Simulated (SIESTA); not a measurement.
Runs of SIESTA 5.4.2 on BiTe. It takes space group Fm-3m (No. 225, cubic). The conventional cell has a = 6.470 Å, b = 6.470 Å, c = 6.470 Å, α = 90.00°, β = 90.00°, γ = 90.00°. Bi (site symmetry m-3m) is surrounded by 6 Te at 3.23 Å. Te (site symmetry m-3m) is surrounded by 6 Bi at 3.23 Å. 

```tsv
task	level	potentials or basis	cell	gap on the mesh (eV)	pressure (GPa)
single point	PBE	PseudoDojo 0.4 standard (PBE files), DZP (energy shift 0.003 Ry; two zetas on semicore shells)	as given	none	1.7
band structure	PBEsol	PseudoDojo 0.4 standard (PBEsol files), DZP (energy shift 0.003 Ry; two zetas on semicore shells)	as given	none	-0.8
single point	PBE	SPMS 1.0 (PBE files) or PseudoDojo by element, DZP (energy shift 0.003 Ry; two zetas on semicore shells)	as given	none	2.1
single point	PBE	SG15 1.2 (PBE files) or PseudoDojo by element, DZP (energy shift 0.003 Ry; two zetas on semicore shells)	as given	none	(a)
single point	PBEsol	PseudoDojo 0.4 standard (PBEsol files), DZP (energy shift 0.003 Ry; two zetas on semicore shells)	atoms moved at random, drawn with an rms of 0.05 Å	none	-0.6
```

Alike in all rows: no spin polarisation; k mesh 7 × 7 × 7; smearing fermi-dirac 0.05 eV; grid cutoff 500 Ry; energy shift 0.003 Ry.

Task: Estimate the missing entries.

Result: (a) 1.9.

Caveats: spin-orbit coupling is left out, which moves the levels of the heavy elements; the basis of atomic orbitals isn't converged, which shifts pressures, moduli and gaps.

A k mesh can miss the band edges, and the runs leave out spin-orbit coupling on Bi, Te.

A gap of «none» marks a metal or a gap under the smearing width.
